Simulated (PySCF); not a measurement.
# AsF⁺: spin, charge, geometry and surroundings

One physical setting of the base script is moved in each run, with the edits that it forces.

Program: PySCF 2.14.0. Level of theory: each script names its method and basis. These are calculated values, not measurements.

## 1. The system as given

AsF⁺: 2 atoms, charge 1, spin multiplicity 2.

Bond lengths: As1–F2 1.890 Å.

## 2. The base run

input.py

```python
from pyscf import gto, scf
from pyscf.geomopt.geometric_solver import optimize

mol = gto.M(
    atom='As 0 0 0; F 0 0 1.89',
    basis='pcseg-1',
    charge=1,
    spin=1,
    verbose=4,
)
mf = scf.UHF(mol)
mf.kernel()
mol_eq = optimize(mf, maxsteps=30)
print('optimised geometry (angstrom)')
print(mol_eq.tostring('raw'))
print('orbital energies (hartree):', [e[max(0, n-3):n+3].round(4) for e, n in zip(mf.mo_energy, mol.nelec)])
```

Run with:

```console
OMP_NUM_THREADS=1 python input.py
```

The log of this run is left out.

It gives: at the starting geometry E(SCF) = -2332.944221 Eh, 13 cycles, ⟨S²⟩ = 0.761, optimised bond 1.682 Å in 5 steps; the optimisation lowers the energy by 0.610 eV.

## 3. Charge +2 (singlet)

Variant 1 changes charge: 1 → 2; spin (2S): 1 → 0.

input.py

```python
from pyscf import gto, scf
from pyscf.geomopt.geometric_solver import optimize

mol = gto.M(
    atom='As 0 0 0; F 0 0 1.89',
    basis='pcseg-1',
    charge=2,
    spin=0,
    verbose=4,
)
mf = scf.UHF(mol)
mf.kernel()
mol_eq = optimize(mf, maxsteps=30)
print('optimised geometry (angstrom)')
print(mol_eq.tostring('raw'))
print('orbital energies (hartree):', [e[max(0, n-3):n+3].round(4) for e, n in zip(mf.mo_energy, mol.nelec)])
```

Run with:

```console
OMP_NUM_THREADS=1 python input.py
```

## 4. PCM, ε = 32.6

Variant 2 changes solvent: none (gas phase) → PCM, ε = 32.6; step after the SCF: optimize → analyze.

input.py

```python
from pyscf import gto, scf, solvent

mol = gto.M(
    atom='As 0 0 0; F 0 0 1.89',
    basis='pcseg-1',
    charge=1,
    spin=1,
    verbose=4,
)
mf = scf.UHF(mol)
mf = solvent.PCM(mf)
mf.with_solvent.eps = 32.6
mf.kernel()
mf.analyze()
print('orbital energies (hartree):', [e[max(0, n-3):n+3].round(4) for e, n in zip(mf.mo_energy, mol.nelec)])
```

## 5. Bond 2.117 Å

Variant 3 changes bond length: 1.89 Å → 2.117 Å.

Edit input.py of step 2 so:

```diff
@@ -4,3 +4,3 @@
 mol = gto.M(
-    atom='As 0 0 0; F 0 0 1.89',
+    atom='As 0 0 0; F 0 0 2.117',
     basis='pcseg-1',
```

## 6. Lengths in bohr

Variant 4 changes length unit: angstrom → bohr; bond length: 1.89 Å → 1.89 bohr.

Edit input.py of step 2 so:

```diff
@@ -8,2 +8,3 @@
     spin=1,
+    unit='bohr',
     verbose=4,
```

What does the calculation give? Wanted: for each run, E(SCF); from base; gap, α spin; after the SCF.

**Answer**, as computed:

```
                          run  E(SCF) (hartree)  from base (eV)  cycles  gap, α spin (eV)             after the SCF
                         base      -2332.944221               0      13              9.47   bond 1.682 Å, -0.610 eV
          charge +2 (singlet)      -2332.274353        +18.2280      12             13.36   bond 1.616 Å, -1.229 eV
                PCM, ε = 32.6      -2333.079336         -3.6767      13              9.69                       n/a
                 bond 2.117 Å      -2332.895828         +1.3168      15              9.52   bond 1.682 Å, -1.927 eV
lengths in bohr (poor choice)      -2331.398304  not comparable      10              9.06  bond 1.682 Å, -42.677 eV
```

SCF columns refer to the geometry typed in the script.

Of the runs whose energies can be compared, “PCM, ε = 32.6” moves the SCF energy most (-3.677 eV). At the SCF level, going to the singlet with one electron fewer costs 18.23 eV at fixed geometry. A continuum solvent with ε = 32.6 lowers the energy by 3.677 eV, a large gain because the system is charged. Rows marked «poor choice» come from settings spoiled on purpose.
